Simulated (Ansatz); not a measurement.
**CH₇GaGeO₂: one species, many methods**

The task here is to estimate one member of a computed series from the others.

Program: Ansatz 0.2.0, Gaussian basis. Level of theory: functionals in def2-TZVPP, the program's frozen cores in correlated methods. These are calculated values, not measurements.

Plan: LDA (SPW92), PBE-D4, revPBE-D4, BLYP-D4, r2SCAN-D4, B97M-V, PBE0-D4, B3LYP-D4, r2SCANh-D4, r2SCAN0-D4, HSE06-D4, BHLYP-D4, CAM-B3LYP-D4, LC-ωPBE, ωB97X-V, ωB97M-V, B2PLYP, PBE-QIDH; CCSD(T)/def2-SVP; MP2/def2-TZVPP; MP2/def2-QZVPP; RPA on PBE.

**The geometry**

All runs share one geometry, relaxed beforehand with PBE0-D4 in a triple-zeta def2 set.

SMILES `O[CH2][GaH][O][GeH3]`, 12 atoms, charge 0, spin multiplicity 1.

Atoms are counted from 1 here; the program's logs count them from 0.

Bond lengths: O1–C2 1.417 Å, O1–H6 0.961 Å, C2–Ga3 1.980 Å, C2–H7 1.100 Å, C2–H8 1.100 Å, Ga3–O4 1.791 Å, Ga3–H9 1.557 Å, O4–Ge5 1.765 Å, Ge5–H10 1.544 Å, Ge5–H11 1.544 Å, Ge5–H12 1.536 Å. Angles: C2–O1–H6 108.9°, O1–C2–Ga3 109.3°, O1–C2–H7 112.1°, O1–C2–H8 112.1°, Ga3–C2–H7 108.4°, Ga3–C2–H8 108.4°, H7–C2–H8 106.4°, C2–Ga3–O4 115.4°, C2–Ga3–H9 130.3°, O4–Ga3–H9 114.4°, Ga3–O4–Ge5 131.1°, O4–Ge5–H10 109.7°, O4–Ge5–H11 109.7°, O4–Ge5–H12 107.2°, H10–Ge5–H11 109.2°, H10–Ge5–H12 110.5°, H11–Ge5–H12 110.5°.

The first run:

The input, in.yaml:

```yaml
crystal:
  periodic: [false, false, false]
  atoms:
    - {symbol: O, position_ang: [-1.610113, -0.492488, 2.333073]}
    - {symbol: C, position_ang: [-0.698503, -0.016408, 1.357930]}
    - {symbol: Ga, position_ang: [-0.837825, -1.133959, -0.271067]}
    - {symbol: O, position_ang: [0.247800, -0.666907, -1.617222]}
    - {symbol: Ge, position_ang: [1.432512, 0.634598, -1.753827]}
    - {symbol: H, position_ang: [-1.536350, 0.053708, 3.119876]}
    - {symbol: H, position_ang: [-0.899404, 1.029028, 1.080118]}
    - {symbol: H, position_ang: [0.341953, -0.049302, 1.713931]}
    - {symbol: H, position_ang: [-1.744846, -2.362158, -0.574022]}
    - {symbol: H, position_ang: [2.499377, 0.487005, -0.647220]}
    - {symbol: H, position_ang: [0.726536, 1.999013, -1.599116]}
    - {symbol: H, position_ang: [2.078865, 0.517880, -3.142454]}
basis:
  gaussian: {orbitals: def2-TZVPP}
hamiltonian: {xc: lda}
output: {orbitals: {seedname: orbitals}}
```

Among the steps run: LDA; PBE-D4 (GGA); revPBE-D4 (GGA); BLYP-D4 (GGA); r2SCAN-D4 (meta-GGA); B97M-V (meta-GGA); PBE0-D4 (hybrid); B3LYP-D4 (hybrid); r2SCANh-D4 (hybrid); r2SCAN0-D4 (hybrid); HSE06-D4 (hybrid); BHLYP-D4 (hybrid); CAM-B3LYP-D4 (range-separated); LC-ωPBE (range-separated); ωB97X-V (range-separated); ωB97M-V (range-separated); B2PLYP (double hybrid); PBE-QIDH (double hybrid).

One table of the session follows, with a row left open; its other results are not shown here.

It belongs to the step «Frontier levels by functional». 

| functional | HOMO (eV) | gap (eV) |
| --- | --- | --- |
| LDA (SPW92) | -6.39 | 4.49 |
| PBE-D4 | -6.26 | 4.62 |
| revPBE-D4 | -6.21 | 4.69 |
| BLYP-D4 | -6.16 | 4.56 |
| r2SCAN-D4 | -6.54 | 5.18 |
| B97M-V | -6.68 | 5.08 |
| PBE0-D4 | -7.59 | 6.76 |
| B3LYP-D4 | -7.38 | 6.26 |
| r2SCANh-D4 | -7.04 | 5.96 |
| r2SCAN0-D4 | -7.78 | 7.11 |
| HSE06-D4 | -7.19 | 5.99 |
| BHLYP-D4 | -8.84 | 8.73 |
| CAM-B3LYP-D4 | -8.96 | 9.00 |
| LC-ωPBE | -10.27 | 11.54 |
| ωB97X-V | ? | ? |
| ωB97M-V | -9.82 | 10.65 |

Estimate the missing values for ωB97X-V.

As computed: HOMO (eV): -9.94; gap (eV): 11.02. In the column «HOMO (eV)» it lies between LC-ωPBE (-10.27) and ωB97M-V (-9.82).
